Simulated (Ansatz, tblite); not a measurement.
# C₁₀H₂₁CuS: rung by rung

Aim: run the singlet of C₁₀H₂₁CuS at one geometry on many levels, and compare frontier levels, spin and run time.

The runs use Ansatz 0.2.0, Gaussian basis; as each input shows.

Plan: GFN1-xTB, GFN2-xTB, PBE-D4/def2-TZVP, r2SCAN-D4/def2-TZVP, BLYP-D4/def2-TZVP, BHLYP-D4/def2-TZVP, PBE-D4/def2-SVP, PBE0-D4/def2-SVP, HF/STO-3G, HF/6-31G, B3LYP-D4/6-31G, MP2/def2-SVP, RPA/def2-SVP.

4 further runs of the same task are left out: 4 that didn't finish.

## (1) The relaxed structure

The geometry is that of the singlet, from an earlier relaxation (r2SCAN-D4/def2-SVP).

SMILES `CCCCCCCCCC[S][Cu]`, 33 atoms, charge 0, spin multiplicity 1.

Bond lengths: C1–C2 1.524 Å, C1–H13 1.101 Å, C1–H14 1.103 Å, C1–H15 1.103 Å, C2–C3 1.527 Å, C2–H16 1.106 Å, C2–H17 1.106 Å, C3–C4 1.526 Å, C3–H18 1.107 Å, C3–H19 1.107 Å, C4–C5 1.526 Å, C4–H20 1.107 Å, C4–H21 1.107 Å, C5–C6 1.526 Å, C5–H22 1.107 Å, C5–H23 1.107 Å, C6–C7 1.528 Å, C6–H24 1.106 Å and more. Angles: C2–C1–H13 111.8°, C2–C1–H14 111.2°, C2–C1–H15 111.2°, H13–C1–H14 107.6°, H13–C1–H15 107.6°, H14–C1–H15 107.3°, C1–C2–C3 113.3°, C1–C2–H16 109.7°, C1–C2–H17 109.7°, C3–C2–H16 109.1°, C3–C2–H17 109.0°, H16–C2–H17 105.7°, C2–C3–C4 113.7°, C2–C3–H18 109.3°, C2–C3–H19 109.3°, C4–C3–H18 109.3°, C4–C3–H19 109.3°, H18–C3–H19 105.6° and more.

No spin-orbit coupling is included.

PBE0-D4/def2-TZVP was run before; its log isn't repeated, and its numbers join the tables.

## (2) GFN1-xTB

Tight binding, by tblite at 300 K electronic temperature and without a spin-polarisation term:

```python
tblite.interface.Calculator('GFN1-xTB', numbers, positions, charge=0, uhf=0).singlepoint()
```

Energy -1107.1417 eV, HOMO -10.53 eV, LUMO -7.55 eV; 0.044 s.

## (3) GFN2-xTB

Tight binding, by tblite at 300 K electronic temperature and without a spin-polarisation term:

```python
tblite.interface.Calculator('GFN2-xTB', numbers, positions, charge=0, uhf=0).singlepoint()
```

Energy -1068.2363 eV, HOMO -8.88 eV, LUMO -5.07 eV; 0.035 s.

## (4) PBE-D4/def2-TZVP

start.molden holds the orbitals of an earlier run on this state, given as this run's starting guess.

File in.yaml:

```yaml
crystal:
  periodic: [false, false, false]
  atoms:
    - {symbol: C, position_ang: [-5.548865, -0.090550, 1.370142]}
    - {symbol: C, position_ang: [-4.051607, -0.211492, 1.629082]}
    - {symbol: C, position_ang: [-3.195468, 0.225279, 0.442521]}
    - {symbol: C, position_ang: [-1.694992, 0.104543, 0.692631]}
    - {symbol: C, position_ang: [-0.836818, 0.523215, -0.497819]}
    - {symbol: C, position_ang: [0.663229, 0.404344, -0.241571]}
    - {symbol: C, position_ang: [1.516524, 0.783059, -1.450804]}
    - {symbol: C, position_ang: [3.023942, 0.786782, -1.189807]}
    - {symbol: C, position_ang: [3.595712, -0.575452, -0.799633]}
    - {symbol: C, position_ang: [5.107804, -0.569560, -0.609063]}
    - {symbol: S, position_ang: [5.830200, -2.216182, -0.230810]}
    - {symbol: Cu, position_ang: [4.366060, -2.878287, 1.133571]}
    - {symbol: H, position_ang: [-6.141125, -0.413688, 2.240524]}
    - {symbol: H, position_ang: [-5.831023, 0.950857, 1.142707]}
    - {symbol: H, position_ang: [-5.855269, -0.708775, 0.510007]}
    - {symbol: H, position_ang: [-3.776293, 0.390590, 2.514947]}
    - {symbol: H, position_ang: [-3.801625, -1.257032, 1.889034]}
    - {symbol: H, position_ang: [-3.468025, -0.376323, -0.445865]}
    - {symbol: H, position_ang: [-3.440333, 1.272422, 0.180130]}
    - {symbol: H, position_ang: [-1.420675, 0.714746, 1.574526]}
    - {symbol: H, position_ang: [-1.453977, -0.940871, 0.966020]}
    - {symbol: H, position_ang: [-1.079245, 1.566311, -0.777068]}
    - {symbol: H, position_ang: [-1.106564, -0.091785, -1.377625]}
    - {symbol: H, position_ang: [0.890325, -0.631986, 0.070440]}
    - {symbol: H, position_ang: [0.940721, 1.045551, 0.617793]}
    - {symbol: H, position_ang: [1.211233, 1.785866, -1.801582]}
    - {symbol: H, position_ang: [1.291921, 0.090832, -2.284561]}
    - {symbol: H, position_ang: [3.257357, 1.522513, -0.396644]}
    - {symbol: H, position_ang: [3.545359, 1.143329, -2.096757]}
    - {symbol: H, position_ang: [3.138168, -0.926370, 0.150621]}
    - {symbol: H, position_ang: [3.331183, -1.335814, -1.557452]}
    - {symbol: H, position_ang: [5.600110, -0.240117, -1.541977]}
    - {symbol: H, position_ang: [5.392027, 0.154033, 0.174349]}
basis:
  gaussian: {orbitals: def2-TZVP, initial_orbitals: start.molden}
hamiltonian: {xc: pbe, dispersion: d4}
scf: {omitted_lower_state_checks: [starts]}
output: {forces: true, orbitals: {seedname: orbitals}}
```

On the command line:

```bash
$ ansatz run in.yaml --threads 4 --pin off --events-out ev --progress --plain --max-ram 6963MiB
```

Output:

```text
Functional definition: PBE
  name "PBE"
  cite "Perdew, Burke & Ernzerhof, Phys. Rev. Lett. 77, 3865 (1996) doi:10.1103/PhysRevLett.77.3865"
  parent pbe
  parameter kappa = 0.804
  parameter beta = 0.06672455060314922
  exchange = pbe_x(kappa = kappa, mu = beta*pi^2/3)
  correlation = pbe_c(beta = beta)
these checks for a lower state are left out or cut short: starts
3438 factors; their error is unknown
mean field evaluation 1: about -66167.7858 eV, gradient 1.6e1 eV
mean field evaluation 2: about -66168.1076 eV, gradient 4.3e-1 eV
mean field evaluation 4: about -66167.9347 eV, gradient 6.4e-3 eV
mean field evaluation 8: about -66167.9346 eV, gradient 1.7e-5 eV
mean field -66167.93463613 eV, -2431.6267476410 hartree, gradient 1.7e-5 eV, S^2 0.000000; 0 other end points of the search recorded, 0 dependent functions left out
the calculation of the forces begins
reference -66167.93472016 eV, -2431.6267507290 hartree; 63, 63 occupied and 455, 455 virtual orbitals, 3438 factors
Total energy: -66168.76135952 eV, -2431.6571291649 hartree
Atom 0 at    -5.548865    -0.090550     1.370142 Å, force    -0.130890     0.012626    -0.026734 eV/Å
Atom 1 at    -4.051607    -0.211492     1.629082 Å, force     0.087267    -0.046979     0.120301 eV/Å
Atom 2 at    -3.195468     0.225279     0.442521 Å, force    -0.051015     0.044796    -0.115594 eV/Å
Atom 3 at    -1.694992     0.104543     0.692631 Å, force     0.052814    -0.044085     0.115385 eV/Å
Atom 4 at    -0.836818     0.523215    -0.497819 Å, force    -0.046904     0.043762    -0.115540 eV/Å
Atom 5 at     0.663229     0.404344    -0.241571 Å, force     0.045432    -0.047072     0.120932 eV/Å
Atom 6 at     1.516524     0.783059    -1.450804 Å, force    -0.065900     0.020572    -0.110821 eV/Å
Atom 7 at     3.023942     0.786782    -1.189807 Å, force     0.098628     0.115934    -0.002029 eV/Å
Atom 8 at     3.595712    -0.575452    -0.799633 Å, force    -0.073811    -0.125989    -0.033237 eV/Å
Atom 9 at     5.107804    -0.569560    -0.609063 Å, force     0.079095     0.137382    -0.003764 eV/Å
Atom 10 at     5.830200    -2.216182    -0.230810 Å, force     0.017836     0.126976    -0.047282 eV/Å
Atom 11 at     4.366060    -2.878287     1.133571 Å, force    -0.030367    -0.135248     0.117915 eV/Å
Atom 12 at    -6.141125    -0.413688     2.240524 Å, force     0.026953     0.015118    -0.039317 eV/Å
Atom 13 at    -5.831023     0.950857     1.142707 Å, force     0.013007    -0.046080     0.011732 eV/Å
Atom 14 at    -5.855269    -0.708775     0.510007 Å, force     0.013539     0.026370     0.039637 eV/Å
Atom 15 at    -3.776293     0.390590     2.514947 Å, force    -0.020083    -0.025036    -0.047501 eV/Å
Atom 16 at    -3.801625    -1.257032     1.889034 Å, force    -0.019292     0.051615    -0.018261 eV/Å
Atom 17 at    -3.468025    -0.376323    -0.445865 Å, force     0.012892     0.023373     0.048091 eV/Å
Atom 18 at    -3.440333     1.272422     0.180130 Å, force     0.011594    -0.050702     0.019439 eV/Å
Atom 19 at    -1.420675     0.714746     1.574526 Å, force    -0.015823    -0.025153    -0.046551 eV/Å
Atom 20 at    -1.453977    -0.940871     0.966020 Å, force    -0.013739     0.050622    -0.019451 eV/Å
Atom 21 at    -1.079245     1.566311    -0.777068 Å, force     0.013896    -0.050143     0.018804 eV/Å
Atom 22 at    -1.106564    -0.091785    -1.377625 Å, force     0.013739     0.023555     0.048157 eV/Å
Atom 23 at     0.890325    -0.631986     0.070440 Å, force    -0.013122     0.058990    -0.022261 eV/Å
Atom 24 at     0.940721     1.045551     0.617793 Å, force    -0.017316    -0.026415    -0.049542 eV/Å
Atom 25 at     1.211233     1.785866    -1.801582 Å, force     0.020849    -0.044644     0.019771 eV/Å
Atom 26 at     1.291921     0.090832    -2.284561 Å, force     0.014508     0.031300     0.045585 eV/Å
Atom 27 at     3.257357     1.522513    -0.396644 Å, force    -0.018561    -0.040267    -0.038038 eV/Å
Atom 28 at     3.545359     1.143329    -2.096757 Å, force    -0.026657    -0.016112     0.039087 eV/Å
Atom 29 at     3.138168    -0.926370     0.150621 Å, force     0.022224     0.038565    -0.063504 eV/Å
Atom 30 at     3.331183    -1.335814    -1.557452 Å, force     0.011114     0.070748     0.047837 eV/Å
Atom 31 at     5.600110    -0.240117    -1.541977 Å, force    -0.008334    -0.065073     0.038843 eV/Å
Atom 32 at     5.392027     0.154033     0.174349 Å, force    -0.003574    -0.103306    -0.052088 eV/Å
Dipole moment:    -0.574210     0.090720     0.282552 e Å
Checks for a lower state left out: starts
```

It took 33 s on 4 threads of Arm Neoverse N1, shared host; peak memory 1.4 GiB.

HOMO -4.66 eV, LUMO -3.15 eV.

## (5) r2SCAN-D4/def2-TZVP

Edit in.yaml of step 4 so:

```diff
@@ -38,4 +38,4 @@
   gaussian: {orbitals: def2-TZVP, initial_orbitals: start.molden}
-hamiltonian: {xc: pbe, dispersion: d4}
+hamiltonian: {xc: r2scan, dispersion: d4}
 scf: {omitted_lower_state_checks: [starts]}
-output: {forces: true, orbitals: {seedname: orbitals}}
+output: {orbitals: {seedname: orbitals}}
```

The command is unchanged.

Output:

```text
Functional definition: r2SCAN
  name "r2SCAN"
  cite "Furness, Kaplan, Ning, Perdew & Sun, J. Phys. Chem. Lett. 11, 8208 (2020) doi:10.1021/acs.jpclett.0c02405"
  cite "Furness, Kaplan, Ning, Perdew & Sun, J. Phys. Chem. Lett. 11, 9248 (2020) doi:10.1021/acs.jpclett.0c03077"
  parent r2scan
  parameter k0 = 0.174
  parameter k1 = 0.065
  parameter a1 = 4.9479
  exchange = r2scan_x(k0 = k0, k1 = k1, a1 = a1)
  correlation = r2scan_c
these checks for a lower state are left out or cut short: starts
3438 factors; their error is unknown
mean field evaluation 1: about -66186.5912 eV, gradient 9.6e0 eV
mean field evaluation 2: about -66186.7161 eV, gradient 2.5e-1 eV
mean field evaluation 4: about -66186.5540 eV, gradient 3.1e-3 eV
mean field -66186.55401592 eV, -2432.3109972273 hartree, gradient 2.0e-5 eV, S^2 0.000000; 0 other end points of the search recorded, 0 dependent functions left out
reference -66186.55403995 eV, -2432.3109981105 hartree; 63, 63 occupied and 455, 455 virtual orbitals, 3438 factors
Total energy: -66186.78828431 eV, -2432.3196064318 hartree
Checks for a lower state left out: starts
```

Wall time 46 s (4 threads of Arm Neoverse N1, shared host); peak memory 1.5 GiB.

From the report: HOMO -4.80 eV, LUMO -2.92 eV.

## (6) BLYP-D4/def2-TZVP

Edit in.yaml of step 5 so:

```diff
@@ -38,4 +38,4 @@
   gaussian: {orbitals: def2-TZVP, initial_orbitals: start.molden}
-hamiltonian: {xc: r2scan, dispersion: d4}
+hamiltonian: {xc: {name: BLYP}, dispersion: d4}
 scf: {omitted_lower_state_checks: [starts]}
-output: {orbitals: {seedname: orbitals}}
+output: {forces: true, orbitals: {seedname: orbitals}}
```

Same command.

Output:

```text
Functional definition: BLYP
  name "BLYP"
  cite "Becke, Phys. Rev. A 38, 3098 (1988) doi:10.1103/PhysRevA.38.3098"
  cite "Lee, Yang & Parr, Phys. Rev. B 37, 785 (1988) doi:10.1103/PhysRevB.37.785"
  parameter beta = 0.0042
  parameter a = 0.04918
  parameter b = 0.132
  parameter c = 0.2533
  parameter d = 0.349
  exchange = b88_x(beta = beta)
  correlation = lyp_c(a = a, b = b, c = c, d = d)
these checks for a lower state are left out or cut short: starts
3438 factors; their error is unknown
mean field evaluation 1: about -66189.7050 eV, gradient 2.4e1 eV
mean field evaluation 2: about -66190.4517 eV, gradient 6.7e-1 eV
mean field evaluation 4: about -66190.2707 eV, gradient 1.1e0 eV
mean field evaluation 8: about -66190.2724 eV, gradient 2.6e-5 eV
mean field -66190.27243524 eV, -2432.4476466170 hartree, gradient 2.6e-5 eV, S^2 0.000000; 0 other end points of the search recorded, 0 dependent functions left out
the calculation of the forces begins
reference -66190.27312236 eV, -2432.4476718684 hartree; 63, 63 occupied and 455, 455 virtual orbitals, 3438 factors
Total energy: -66192.06522415 eV, -2432.5135303942 hartree
Atom 0 at    -5.548865    -0.090550     1.370142 Å, force    -0.382256     0.028544    -0.058521 eV/Å
Atom 1 at    -4.051607    -0.211492     1.629082 Å, force     0.187225    -0.133418     0.343789 eV/Å
Atom 2 at    -3.195468     0.225279     0.442521 Å, force    -0.146234     0.129128    -0.332429 eV/Å
Atom 3 at    -1.694992     0.104543     0.692631 Å, force     0.147971    -0.124946     0.329040 eV/Å
Atom 4 at    -0.836818     0.523215    -0.497819 Å, force    -0.141538     0.126469    -0.330575 eV/Å
Atom 5 at     0.663229     0.404344    -0.241571 Å, force     0.141477    -0.135988     0.340498 eV/Å
Atom 6 at     1.516524     0.783059    -1.450804 Å, force    -0.162013     0.090553    -0.343492 eV/Å
Atom 7 at     3.023942     0.786782    -1.189807 Å, force     0.251294     0.324923    -0.039052 eV/Å
Atom 8 at     3.595712    -0.575452    -0.799633 Å, force    -0.237198    -0.329747     0.028019 eV/Å
Atom 9 at     5.107804    -0.569560    -0.609063 Å, force     0.220338     0.444334    -0.066895 eV/Å
Atom 10 at     5.830200    -2.216182    -0.230810 Å, force     0.351758    -0.048125    -0.169268 eV/Å
Atom 11 at     4.366060    -2.878287     1.133571 Å, force    -0.223888    -0.278933     0.346275 eV/Å
Atom 12 at    -6.141125    -0.413688     2.240524 Å, force     0.045376     0.028378    -0.074836 eV/Å
Atom 13 at    -5.831023     0.950857     1.142707 Å, force     0.018480    -0.089188     0.022290 eV/Å
Atom 14 at    -5.855269    -0.708775     0.510007 Å, force     0.019875     0.051368     0.076306 eV/Å
Atom 15 at    -3.776293     0.390590     2.514947 Å, force    -0.037544    -0.054911    -0.085114 eV/Å
Atom 16 at    -3.801625    -1.257032     1.889034 Å, force    -0.035699     0.099468    -0.026260 eV/Å
Atom 17 at    -3.468025    -0.376323    -0.445865 Å, force     0.026493     0.055222     0.092677 eV/Å
Atom 18 at    -3.440333     1.272422     0.180130 Å, force     0.024025    -0.104210     0.031341 eV/Å
Atom 19 at    -1.420675     0.714746     1.574526 Å, force    -0.029477    -0.058253    -0.091577 eV/Å
Atom 20 at    -1.453977    -0.940871     0.966020 Å, force    -0.025430     0.105888    -0.031953 eV/Å
Atom 21 at    -1.079245     1.566311    -0.777068 Å, force     0.025409    -0.105634     0.032140 eV/Å
Atom 22 at    -1.106564    -0.091785    -1.377625 Å, force     0.027182     0.056995     0.093565 eV/Å
Atom 23 at     0.890325    -0.631986     0.070440 Å, force    -0.027573     0.128965    -0.039553 eV/Å
Atom 24 at     0.940721     1.045551     0.617793 Å, force    -0.030092    -0.063057    -0.093434 eV/Å
Atom 25 at     1.211233     1.785866    -1.801582 Å, force     0.038466    -0.096534     0.032993 eV/Å
Atom 26 at     1.291921     0.090832    -2.284561 Å, force     0.027248     0.070295     0.085442 eV/Å
Atom 27 at     3.257357     1.522513    -0.396644 Å, force    -0.029971    -0.075864    -0.081985 eV/Å
Atom 28 at     3.545359     1.143329    -2.096757 Å, force    -0.054034    -0.027517     0.086350 eV/Å
Atom 29 at     3.138168    -0.926370     0.150621 Å, force     0.053306     0.080019    -0.163432 eV/Å
Atom 30 at     3.331183    -1.335814    -1.557452 Å, force     0.018292     0.125966     0.093359 eV/Å
Atom 31 at     5.600110    -0.240117    -1.541977 Å, force    -0.036355    -0.076583     0.100553 eV/Å
Atom 32 at     5.392027     0.154033     0.174349 Å, force    -0.024912    -0.143606    -0.106262 eV/Å
Dipole moment:    -0.544905     0.102770     0.256084 e Å
Checks for a lower state left out: starts
```

Wall time 31 s (4 threads of Arm Neoverse N1, shared host); peak memory 1.4 GiB.

From the report: HOMO -4.56 eV, LUMO -3.14 eV.

## (7) BHLYP-D4/def2-TZVP

Edit in.yaml of step 6 so:

```diff
@@ -38,4 +38,4 @@
   gaussian: {orbitals: def2-TZVP, initial_orbitals: start.molden}
-hamiltonian: {xc: {name: BLYP}, dispersion: d4}
+hamiltonian: {xc: {name: BHLYP}, dispersion: d4}
 scf: {omitted_lower_state_checks: [starts]}
-output: {forces: true, orbitals: {seedname: orbitals}}
+output: {orbitals: {seedname: orbitals}}
```

Same command.

Output:

```text
Functional definition: BHLYP
  name "BHLYP"
  cite "Becke, J. Chem. Phys. 98, 1372 (1993) doi:10.1063/1.464304"
  cite "Becke, Phys. Rev. A 38, 3098 (1988) doi:10.1103/PhysRevA.38.3098"
  cite "Lee, Yang & Parr, Phys. Rev. B 37, 785 (1988) doi:10.1103/PhysRevB.37.785"
  parameter a = 0.5
  exchange = (1 - a)*b88_x + a*exact_x
  correlation = lyp_c
these checks for a lower state are left out or cut short: starts
3996 factors; their error is unknown
the host lacks memory for fits, so the integrals are decomposed
3731 factors; integrals over basis functions are off by at most 1.1e-3 eV
mean field evaluation 1: about -66185.0347 eV, gradient 1.3e1 eV
mean field evaluation 2: about -66185.3011 eV, gradient 3.8e-1 eV
mean field evaluation 4: about -66185.5834 eV, gradient 1.8e-2 eV
mean field evaluation 8: about -66185.5835 eV, gradient 1.7e-5 eV
mean field -66185.58345333 eV, -2432.2753297100 hartree, gradient 1.6e-5 eV, S^2 0.000000; 0 other end points of the search recorded, 0 dependent functions left out
reference -66185.58379473 eV, -2432.2753422564 hartree; 63, 63 occupied and 455, 455 virtual orbitals, 3731 factors
Total energy: -66186.52093695 eV, -2432.3097815976 hartree
Checks for a lower state left out: starts
```

Wall time 73 s (4 threads of Arm Neoverse N1, shared host); peak memory 3.4 GiB.

Report: HOMO -6.70 eV, LUMO -1.58 eV.

## (8) PBE-D4/def2-SVP

Edit in.yaml of step 7 so:

```diff
@@ -37,4 +37,4 @@
 basis:
-  gaussian: {orbitals: def2-TZVP, initial_orbitals: start.molden}
-hamiltonian: {xc: {name: BHLYP}, dispersion: d4}
+  gaussian: {orbitals: def2-SVP, initial_orbitals: start.molden}
+hamiltonian: {xc: pbe, dispersion: d4}
 scf: {omitted_lower_state_checks: [starts]}
```

Same command.

Output:

```text
Functional definition: PBE
  name "PBE"
  cite "Perdew, Burke & Ernzerhof, Phys. Rev. Lett. 77, 3865 (1996) doi:10.1103/PhysRevLett.77.3865"
  parent pbe
  parameter kappa = 0.804
  parameter beta = 0.06672455060314922
  exchange = pbe_x(kappa = kappa, mu = beta*pi^2/3)
  correlation = pbe_c(beta = beta)
these checks for a lower state are left out or cut short: starts
3387 factors; their error is unknown
mean field evaluation 1: about -66145.4834 eV, gradient 1.3e1 eV
mean field evaluation 2: about -66145.9558 eV, gradient 6.9e-1 eV
mean field evaluation 4: about -66145.7590 eV, gradient 5.5e-1 eV
mean field evaluation 8: about -66145.7597 eV, gradient 2.4e-5 eV
mean field -66145.75968356 eV, -2430.8118331648 hartree, gradient 2.4e-5 eV, S^2 0.000000; 0 other end points of the search recorded, 0 dependent functions left out
reference -66145.75975833 eV, -2430.8118359123 hartree; 63, 63 occupied and 231, 231 virtual orbitals, 3387 factors
Total energy: -66146.58639768 eV, -2430.8422143482 hartree
Checks for a lower state left out: starts
```

Wall time 12 s (4 threads of Arm Neoverse N1, shared host); peak memory 0.59 GiB.

HOMO -4.24 eV, LUMO -2.77 eV.

## (9) PBE0-D4/def2-SVP

Edit in.yaml of step 8 so:

```diff
@@ -38,3 +38,3 @@
   gaussian: {orbitals: def2-SVP, initial_orbitals: start.molden}
-hamiltonian: {xc: pbe, dispersion: d4}
+hamiltonian: {xc: pbe0, dispersion: d4}
 scf: {omitted_lower_state_checks: [starts]}
```

Launched as before.

Output:

```text
Functional definition: PBE0
  name "PBE0"
  cite "Adamo & Barone, J. Chem. Phys. 110, 6158 (1999) doi:10.1063/1.478522"
  cite "Perdew, Burke & Ernzerhof, Phys. Rev. Lett. 77, 3865 (1996) doi:10.1103/PhysRevLett.77.3865"
  parent pbe
  parameter a = 0.25
  parameter kappa = 0.804
  parameter beta = 0.06672455060314922
  exchange = (1 - a)*pbe_x(kappa = kappa, mu = beta*pi^2/3) + a*exact_x
  correlation = pbe_c(beta = beta)
these checks for a lower state are left out or cut short: starts
3457 factors; their error is unknown
mean field evaluation 1: about -66148.7269 eV, gradient 1.3e1 eV
mean field evaluation 2: about -66149.0776 eV, gradient 4.3e-1 eV
mean field evaluation 4: about -66149.2306 eV, gradient 1.2e-2 eV
mean field evaluation 8: about -66149.2306 eV, gradient 1.4e-5 eV
mean field -66149.23063355 eV, -2430.9393882242 hartree, gradient 1.4e-5 eV, S^2 0.000000; 0 other end points of the search recorded, 0 dependent functions left out
reference -66149.23069183 eV, -2430.9393903659 hartree; 63, 63 occupied and 231, 231 virtual orbitals, 3457 factors
Total energy: -66149.93522826 eV, -2430.9652816020 hartree
Checks for a lower state left out: starts
```

It took 40 s on 4 threads of Arm Neoverse N1, shared host; peak memory 1.7 GiB.

From the report: HOMO -5.43 eV, LUMO -1.93 eV.

## (10) HF/STO-3G

Edit in.yaml of step 9 so:

```diff
@@ -37,4 +37,4 @@
 basis:
-  gaussian: {orbitals: def2-SVP, initial_orbitals: start.molden}
-hamiltonian: {xc: pbe0, dispersion: d4}
+  gaussian: {orbitals: STO-3G}
+hamiltonian: {xc: hf}
 scf: {omitted_lower_state_checks: [starts]}
```

Launched as before.

Output:

```text
Functional definition: HF
  name "HF"
  cite "Fock, Z. Phys. 61, 126 (1930) doi:10.1007/BF01340294"
  parent pbe
  exchange = exact_x
  correlation = 0
these checks for a lower state are left out or cut short: starts
1283 factors; integrals over basis functions are off by at most 3.5e-4 eV
mean field evaluation 1: about -64839.0201 eV, gradient 3.3e2 eV
mean field evaluation 2: about -64843.8945 eV, gradient 3.3e2 eV
mean field evaluation 4: about -64073.6345 eV, gradient 2.4e2 eV
mean field evaluation 8: about -65247.2249 eV, gradient 1.1e2 eV
mean field evaluation 16: about -65303.7855 eV, gradient 2.2e0 eV
mean field evaluation 32: about -65303.9995 eV, gradient 9.1e-6 eV
mean field -65303.99954292 eV, -2399.8777185617 hartree, gradient 9.1e-6 eV, S^2 0.000000; 0 other end points of the search recorded, 0 dependent functions left out
reference -65303.99954292 eV, -2399.8777185617 hartree; 63, 63 occupied and 35, 35 virtual orbitals, 1283 factors
Total energy: -65303.99954292 eV, -2399.8777185617 hartree
Checks for a lower state left out: starts
```

Run time: 4.7 s. Hardware: 4 threads of Arm Neoverse N1, shared host.

Report: HOMO -5.74 eV, LUMO 3.82 eV.

(Part 1 of 2 ends here.)
